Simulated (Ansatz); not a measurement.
# C2HBrClF3 (1-bromo-2-chloro-1,1,2-trifluoroethane) at PBE0/cc-pVDZ

What is the vertical singlet–triplet gap of C2HBrClF3 (1-bromo-2-chloro-1,1,2-trifluoroethane) at PBE0/cc-pVDZ? 

The calculation is run with Ansatz 0.2.0.

75 further runs of the same task are left out: 75 set aside as unsound or not needed. Runs told in other sessions of the task aren't counted.

### Step 1. The system as given

C2HBrClF3: 8 atoms, total charge 0, spin state singlet. As SMILES, `FC(Cl)C(F)(F)Br`. The shape is that of a PBE0-D4/def2-TZVP optimisation. This is one conformer, not always the lowest.

Bond lengths: F1–C2 1.352 Å, C2–Cl3 1.754 Å, C2–C4 1.537 Å, C4–F5 1.336 Å, C4–F6 1.327 Å, C4–Br7 1.938 Å, C2–H8 1.090 Å. Some angles: F1–C2–Cl3 109.9°, F1–C2–C4 107.6°, Cl3–C2–C4 111.7°, C2–C4–F5 108.0°, C2–C4–F6 111.3°, C2–C4–Br7 110.8°, F5–C4–F6 108.1°, F5–C4–Br7 108.7°, F6–C4–Br7 109.9°, F1–C2–H8 109.5°.

### Step 2. The energy at PBE0/cc-pVDZ

The input, molecule.yaml:

```yaml
basis:
  gaussian: {orbitals: cc-pVDZ}
crystal:
  periodic: [false, false, false]
  atoms:
    - {symbol: F, position_ang: [-1.692160, 0.575860, 0.294420]}
    - {symbol: C, position_ang: [-0.343460, 0.663460, 0.266470]}
    - {symbol: Cl, position_ang: [0.271090, 0.913030, 1.889830]}
    - {symbol: C, position_ang: [0.193990, -0.637660, -0.349380]}
    - {symbol: F, position_ang: [-0.398000, -0.809060, -1.534240]}
    - {symbol: F, position_ang: [-0.094210, -1.686920, 0.410710]}
    - {symbol: Br, position_ang: [2.109260, -0.528030, -0.623470]}
    - {symbol: H, position_ang: [-0.046530, 1.509320, -0.354330]}
magnetization: {spin_polarized: false, initial_magnetization: 0}
hamiltonian: {xc: {name: PBE0}}
accuracy: high
output: {orbitals: {seedname: orbitals}}
```

Command:

```sh
$ ansatz run molecule.yaml --threads 1 --pin off --max-ram 3480MiB --events-out events.jsonl --progress --plain --runs-dir runs
```

Standard output:

```text
Warning: RAYON_NUM_THREADS=1 ignored (pool sized by the plan → 1); use --threads N
Functional definition: PBE0
  name "PBE0"
  parameter a = 0.25
  parameter kappa = 0.804
  parameter beta = 0.06672455060314922
  exchange = (1 - a)*pbe_x(kappa = kappa, mu = beta*pi^2/3) + a*exact_x
  correlation = pbe_c(beta = beta)
2699 factors; integrals over basis functions are off by at most 4.8e-9 eV
mean field evaluation 1: about -92785.2657 eV, gradient 3.2e1 eV
mean field evaluation 2: about -92784.0473 eV, gradient 4.3e1 eV
mean field evaluation 4: about -92786.7349 eV, gradient 1.6e0 eV
mean field evaluation 8: about -92787.0222 eV, gradient 1.4e-1 eV
mean field evaluation 16: about -92787.0223 eV, gradient 3.4e-5 eV
mean field -92787.02229536 eV, -3409.8601760519 hartree, gradient 1.6e-8 eV, S^2 0.000000; 0 other end points of the search recorded, 0 dependent functions left out
reference -92787.02229715 eV, -3409.8601761177 hartree; 46, 46 occupied and 74, 74 virtual orbitals, 2699 factors
Total energy: -92787.02229715 eV, -3409.8601761177 hartree
```

Wall time 12 s (1 thread of Intel Xeon 6975P-C (Granite Rapids), shared host); peak memory 0.59 GiB.

### Step 3. The triplet, same level

The input, run.yaml:

```yaml
crystal:
  periodic: [false, false, false]
  atoms:
    - symbol: F
      position_ang: [-1.692160, 0.575860, 0.294420]
    - symbol: C
      position_ang: [-0.343460, 0.663460, 0.266470]
    - symbol: Cl
      position_ang: [0.271090, 0.913030, 1.889830]
    - symbol: C
      position_ang: [0.193990, -0.637660, -0.349380]
    - symbol: F
      position_ang: [-0.398000, -0.809060, -1.534240]
    - symbol: F
      position_ang: [-0.094210, -1.686920, 0.410710]
    - symbol: Br
      position_ang: [2.109260, -0.528030, -0.623470]
    - symbol: H
      position_ang: [-0.046530, 1.509320, -0.354330]
basis:
  gaussian:
    orbitals: cc-pVDZ
magnetization:
  spin_polarized: true
  initial_magnetization: 2
hamiltonian:
  xc: {name: PBE0}
accuracy: high
output:
  orbitals: {seedname: orbitals}
```

Command:

```sh
$ ansatz run run.yaml --threads 1 --pin off --max-ram 3480MiB --events-out events.jsonl --progress --plain --runs-dir runs
```

Standard output:

```text
Warning: RAYON_NUM_THREADS=1 ignored (pool sized by the plan → 1); use --threads N
[... 7 set-up lines as earlier in the session ...]
2699 factors; integrals over basis functions are off by at most 4.8e-9 eV
mean field evaluation 1: about -92778.3820 eV, gradient 2.4e1 eV
mean field evaluation 2: about -92768.9267 eV, gradient 4.8e1 eV
mean field evaluation 4: about -92780.6563 eV, gradient 3.9e0 eV
mean field evaluation 8: about -92781.0780 eV, gradient 8.7e-1 eV
mean field evaluation 16: about -92781.0843 eV, gradient 3.7e-2 eV
mean field evaluation 32: about -92781.0859 eV, gradient 1.8e-3 eV
mean field evaluation 64: about -92781.0741 eV, gradient 1.0e0 eV
mean field -92781.08587281 eV, -3409.6420165470 hartree, gradient 8.9e-8 eV, S^2 2.004282; 4 other end points of the search recorded, 0 dependent functions left out
reference -92781.08587467 eV, -3409.6420166153 hartree; 47, 45 occupied and 73, 75 virtual orbitals, 2699 factors
Total energy: -92781.08587467 eV, -3409.6420166153 hartree
```

Run time: 51 s. Hardware: 1 thread of Intel Xeon 6975P-C (Granite Rapids), shared host; peak memory 0.95 GiB.

### Step 4. What came out

Level: PBE0/cc-pVDZ.

```
                                        quantity           value
                           singlet: total energy  -3409.86018 Eh
                            singlet: HOMO energy        -8.81 eV
                            singlet: LUMO energy        -0.62 eV
                          singlet: HOMO–LUMO gap         8.18 eV
                           triplet: total energy  -3409.64202 Eh
     triplet: HOMO energy (highest over α and β)        -3.12 eV
                                   triplet: ⟨S²⟩           2.004
vertical energy of the triplet above the singlet        5.936 eV
```

In words: At this shape the triplet lies 5.94 eV (573 kJ/mol) above the singlet.
